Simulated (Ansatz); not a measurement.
# HF/STO-3G run of BNH3Cl (SMILES NBCl)

What is the electronic atomisation energy of BNH3Cl at HF/STO-3G? 

The calculation is run with Ansatz 0.2.0.

11 further runs of the same task are left out: 11 set aside as unsound or not needed.

## 1. The molecule

BNH3Cl has 6 atoms, charge 0, and is taken as a singlet. As SMILES, `NBCl`. The coordinates come from a PBE0-D4/def2-TZVP relaxation.

Bond lengths: N1–B2 1.383 Å, B2–Cl3 1.768 Å, N1–H4 1.005 Å, N1–H5 1.006 Å, B2–H6 1.191 Å. Angles: N1–B2–Cl3 119.7°, N1–B2–H6 121.5°, Cl3–B2–H6 118.8°, B2–N1–H4 122.2°, B2–N1–H5 123.2°, H4–N1–H5 114.7°.

## 2. The energy at HF/STO-3G

Contents of in.yaml:

```yaml
crystal:
  periodic: [false, false, false]
  atoms:
    - {symbol: N, position_ang: [-0.395600, -0.007800, -0.658000]}
    - {symbol: B, position_ang: [0.369600, -0.158900, 0.483700]}
    - {symbol: Cl, position_ang: [0.529900, 1.189300, 1.616000]}
    - {symbol: H, position_ang: [-0.511800, -0.749300, -1.326600]}
    - {symbol: H, position_ang: [-0.878600, 0.844500, -0.888200]}
    - {symbol: H, position_ang: [0.928800, -1.181900, 0.727100]}
basis:
  gaussian:
    orbitals: STO-3G
hamiltonian:
  xc: hf
accuracy: high
output: {orbitals: {seedname: orbitals}}
```

Command:

```bash
$ ansatz run in.yaml --threads 1 --pin off --max-ram 2610MiB --events-out events.jsonl --progress --plain --runs-dir runs
```

What it wrote:

```text
Warning: RAYON_NUM_THREADS=1 ignored (pool sized by the plan → 1); use --threads N
Functional definition: HF
  name "HF"
  exchange = exact_x
  correlation = 0
398 factors; integrals over basis functions are off by at most 1.1e-8 eV
mean field evaluation 1: about -14543.8924 eV, gradient 1.7e1 eV
mean field evaluation 2: about -14543.9575 eV, gradient 1.7e1 eV
mean field evaluation 4: about -14545.1387 eV, gradient 1.3e0 eV
mean field evaluation 8: about -14545.1445 eV, gradient 3.1e-6 eV
mean field -14545.14454069 eV, -534.5242028175 hartree, gradient 2.3e-8 eV, S^2 0.000000; 0 other end points of the search recorded, 0 dependent functions left out
reference -14545.14454069 eV, -534.5242028175 hartree; 16, 16 occupied and 6, 6 virtual orbitals, 398 factors
Total energy: -14545.14454069 eV, -534.5242028175 hartree
```

It took 0.26 s on 1 thread of Arm Neoverse N1, shared host.

## 3. The B atom, same level

Contents of molecule.yaml:

```yaml
basis:
  gaussian: {orbitals: STO-3G}
crystal:
  periodic: [false, false, false]
  atoms:
    - {symbol: B, position_ang: [0.000000, 0.000000, 0.000000]}
magnetization: {spin_polarized: true, initial_magnetization: 1}
hamiltonian: {xc: hf}
accuracy: high
```

Run the same way, it converges to -24.14899 Eh (log not shown).

## 4. The Cl atom, same level

Contents of input.yaml:

```yaml
crystal:
  periodic: [false, false, false]
  atoms:
    - {symbol: Cl, position_ang: [0.000000, 0.000000, 0.000000]}
basis:
  gaussian: {orbitals: STO-3G}
accuracy: high
magnetization: {spin_polarized: true, initial_magnetization: 1}
hamiltonian: {xc: hf}
```

Run the same way, it converges to -454.54219 Eh (log not shown).

## 5. The H atom, same level

Contents of input.yaml:

```yaml
crystal:
  periodic: [false, false, false]
  atoms:
    - {symbol: H, position_ang: [0.000000, 0.000000, 0.000000]}
basis:
  gaussian: {orbitals: STO-3G}
magnetization: {spin_polarized: true, initial_magnetization: 1}
hamiltonian: {xc: hf}
accuracy: high
```

Run the same way, it converges to -0.46658 Eh (log not shown).

## 6. The N atom at the same level

Contents of in.yaml:

```yaml
basis:
  gaussian:
    orbitals: STO-3G
crystal:
  periodic: [false, false, false]
  atoms:
    - {symbol: "N", position_ang: [0.000000, 0.000000, 0.000000]}
magnetization:
  spin_polarized: true
  initial_magnetization: 3
accuracy: high
hamiltonian:
  xc: hf
```

Command:

```bash
$ ansatz run in.yaml --threads 1 --pin off --max-ram 2610MiB --events-out events.jsonl --progress --plain --runs-dir runs
```

What it wrote:

```text
Warning: RAYON_NUM_THREADS=1 ignored (pool sized by the plan → 1); use --threads N
[... 4 set-up lines as earlier in the session ...]
15 factors; integrals over basis functions are off by at most 1.1e-9 eV
mean field evaluation 1: about -1461.7687 eV, gradient 1.8e-14 eV
mean field evaluation 2: about -1461.7687 eV, gradient 0.0e0 eV
mean field -1461.76873496 eV, -53.7190101874 hartree, gradient 0.0e0 eV, S^2 3.750000; 0 other end points of the search recorded, 0 dependent functions left out
reference -1461.76873496 eV, -53.7190101874 hartree; 5, 2 occupied and 0, 3 virtual orbitals, 15 factors
Total energy: -1461.76873496 eV, -53.7190101874 hartree
```

Run time: 0.06 s. Hardware: 1 thread of Arm Neoverse N1, shared host.

## 7. Summary of results

At HF/STO-3G:

| quantity | value |
| --- | --- |
| molecule: total energy | -534.52420 Eh |
| molecule: HOMO energy | -10.00 eV |
| molecule: LUMO energy | 8.15 eV |
| molecule: HOMO–LUMO gap | 18.15 eV |
| B atom: total energy | -24.14899 Eh |
| B atom: ⟨S²⟩ | 0.750 |
| Cl atom: total energy | -454.54219 Eh |
| Cl atom: ⟨S²⟩ | 0.750 |
| H atom: total energy | -0.46658 Eh |
| H atom: ⟨S²⟩ | 0.750 |
| N atom: total energy | -53.71901 Eh |
| N atom: ⟨S²⟩ | 3.750 |
| electronic atomisation energy | 19.436 eV |

**Reading.** Taking the molecule apart into free atoms costs 19.44 eV (448 kcal/mol), before zero-point energy and without spin-orbit coupling. Hartree–Fock lacks the correlation of the bonding pairs, which as a rule makes this value much too low; in minimal bases other errors can mask that. In a minimal basis such a difference can be off by several eV, whatever the method.
